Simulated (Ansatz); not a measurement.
# Fe2O3: the cost of one run

Method: DFT HSE06, scalar-relativistic, plane waves, PAW, in Ansatz 0.2.0.

### Step 1. The system as given

It takes space group R-3c (No. 167, trigonal). Conventional cell: a = 5.038 Å, b = 5.038 Å, c = 13.772 Å, α = 90.00°, β = 90.00°, γ = 120.00°. Fe (site symmetry 3) is surrounded by 6 O at 1.95 to 2.12 Å. O (site symmetry 2) has 4 Fe at 1.95 to 2.12 Å as nearest neighbours.

As a file:

```xyz
10
Lattice="2.5190 1.4543 4.5907 -2.5190 1.4543 4.5907 0.0000 -2.9087 4.5907" Properties=species:S:1:pos:R:3 pbc="T T T"
Fe    0.0000    0.0000    4.8932
Fe    0.0000    0.0000    1.9928
Fe    0.0000    0.0000    8.8788
Fe    0.0000    0.0000   11.7792
O    -0.9779    1.4543    8.0337
O    -0.7706   -1.5740    8.0337
O     1.7484    0.1197    8.0337
O     0.9779   -1.4543    5.7383
O     0.7706    1.5740    5.7383
O    -1.7484   -0.1197    5.7383
```

The structure rests on an entry of the Crystallography Open Database; cell or positions may have been set otherwise for this series.

### Step 2. Relaxing cell and atoms: Fe2O3, moments −+−+

input.yaml

```yaml
crystal:
  lattice:
    - [2.519, 1.4543453281, 4.5906666667]
    - [-2.519, 1.4543453281, 4.5906666667]
    - [0.0, -2.9086906562, 4.5906666667]
  atoms:
    - { symbol: Fe, position: [0.3553, 0.3553, 0.3553], spin: -4.0 }
    - { symbol: Fe, position: [0.1447, 0.1447, 0.1447], spin: 4.0 }
    - { symbol: Fe, position: [0.6447, 0.6447, 0.6447], spin: -4.0 }
    - { symbol: Fe, position: [0.8553, 0.8553, 0.8553], spin: 4.0 }
    - { symbol: O, position: [0.5559, 0.9441, 0.25] }
    - { symbol: O, position: [0.25, 0.5559, 0.9441] }
    - { symbol: O, position: [0.9441, 0.25, 0.5559] }
    - { symbol: O, position: [0.4441, 0.0559, 0.75] }
    - { symbol: O, position: [0.75, 0.4441, 0.0559] }
    - { symbol: O, position: [0.0559, 0.75, 0.4441] }
magnetization:
  spin_polarized: true
scf:
  occupations: { method: gaussian, width: 0.02 }
output:
  forces: true
  stress: true
  populations: true
  write_density: true
  write_potential: true
  elf: true
  volumetric_format: npy
hamiltonian:
  xc: hse06
relax:
  f_tol: 0.004
  cell: { stress_tol: 0.03, p_target: 0.0 }
kpoints:
  mp_grid: { grid: [3, 3, 3] }
```

The run is started by

```
$ ansatz run input.yaml --threads 8 --pin off --max-ram 20480MiB --backend cpu --events-out ev --progress --plain --runs-dir out
```

What time and memory should one allow on 8 threads of Intel Xeon Platinum 8375C at 2.90GHz (Ice Lake), shared host?

About 1.9 min, with a peak of 1.3 GiB.
